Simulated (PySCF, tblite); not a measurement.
**C₄H₉BrCl₂Si₂: geometry, infrared bands and NMR shifts**

Wanted: the infrared bands and NMR shifts of C₄H₉BrCl₂Si₂ (`ClC[Si@@H]1C[SiH2][C@@]1(Br)CCl`), by calculation.

The runs use tblite 0.8.0 and PySCF 2.14.0, with density-fitted response routines of our own; the level of theory stands in each step. All values are computed, except where a source is named. Atoms count from 0, in the outputs and in this text.

### 1 The molecule as given

18 atoms, charge 0, multiplicity 1; geometry from: force field or distance geometry start.

Bonds of the start (Å): Cl0–C1 1.80, C1–Si2 1.82, Si2–C3 1.90, C3–Si4 1.89, Si4–C5 1.86, C5–Br6 1.94, C5–C7 1.48, C7–Cl8 1.79, C5–Si2 1.89, C1–H9 1.11, C1–H10 1.12, Si2–H11 1.47, C3–H12 1.07, C3–H13 1.11, Si4–H14 1.47, Si4–H15 1.46, C7–H16 1.11, C7–H17 1.12.

### 2 Geometry optimisation with GFN2-xTB

What the job is given:

```
{"job": {"kind": "relax", "xc": "GFN2-xTB", "basis": "xTB"}, "charge": 0, "multiplicity": 1}
Cl     3.473900    -1.242600    -0.606900
C      2.111300    -1.048800     0.557200
Si     0.712500    -0.355400    -0.378000
C      0.778900     1.503400    -0.741000
Si    -1.106000     1.401900    -0.660500
C     -0.843900     0.062000     0.604300
Br    -0.484800     0.888100     2.321000
C     -1.846500    -1.030400     0.648800
Cl    -2.332500    -1.369900    -1.035500
H      2.451600    -0.354700     1.358300
H      1.911600    -2.080400     0.950700
H      0.343000    -1.052300    -1.624200
H      1.146700     1.783300    -1.709800
H      1.222300     2.069200     0.104400
H     -1.767800     2.628700    -0.192800
H     -1.594700     0.863800    -1.929300
H     -1.451800    -1.970600     1.077100
H     -2.732600    -0.689000     1.244300
```

Command:

```sh
OMP_NUM_THREADS=1 python probes_run.py task.json out
```

One launch serves the whole session: the jobs run in the order shown.

**Question.** This job is followed by: GFN2-xTB harmonic vibrations, gas phase; GIAO PBE0/pcSseg-1 NMR shielding, non-relativistic, gas phase. Predict these results of the whole session: strongest single infrared mode (GFN2-xTB); zero-point energy (GFN2-xTB); 13C shifts against TMS (PBE0/pcSseg-1); 1H shifts against TMS (PBE0/pcSseg-1); 35Cl shifts against HCl (PBE0/pcSseg-1); 29Si shifts against TMS (PBE0/pcSseg-1); 79Br shifts against HBr (PBE0/pcSseg-1).

The runs gave:

```
                                 quantity                                                     value
strongest single infrared mode (GFN2-xTB)                                     2296 cm⁻¹, 529 km/mol
             zero-point energy (GFN2-xTB)                                             71.8 kcal/mol
   13C shifts against TMS (PBE0/pcSseg-1)                                53.8, 53.6, 32.8, -1.3 ppm
    1H shifts against TMS (PBE0/pcSseg-1)  5.20, 5.16, 4.82, 3.99, 3.98, 3.43, 3.37, 0.84, 0.74 ppm
  35Cl shifts against HCl (PBE0/pcSseg-1)                                              128, -10 ppm
  29Si shifts against TMS (PBE0/pcSseg-1)                                           -3.2, -15.4 ppm
  79Br shifts against HBr (PBE0/pcSseg-1)                                                   507 ppm
```

**Reading.** Relaxing lowered the energy by 0.908 eV in 119 steps; the close pair that moved most is C1–Si2, from 1.820 to 1.906 Å. No mode is imaginary among the 48: a minimum at this level. The strongest single mode, at 2296 cm⁻¹, moves mainly H14 and H11. Unscaled tight-binding wavenumbers are off by several per cent, some by more. Its intensities can rank the bands wrongly. C5 stands next to heavy halogen, whose spin-orbit shielding this run leaves out, so the computed shift lies too far downfield, most of all for carbon beside Br or I. At PBE0/pcSseg-1: Shielding is most anisotropic at Br6 (span 1274 ppm, paramagnetic term -1008 ppm). Spin-orbit coupling is left out, which matters for shieldings and couplings at and beside the heavy atoms.
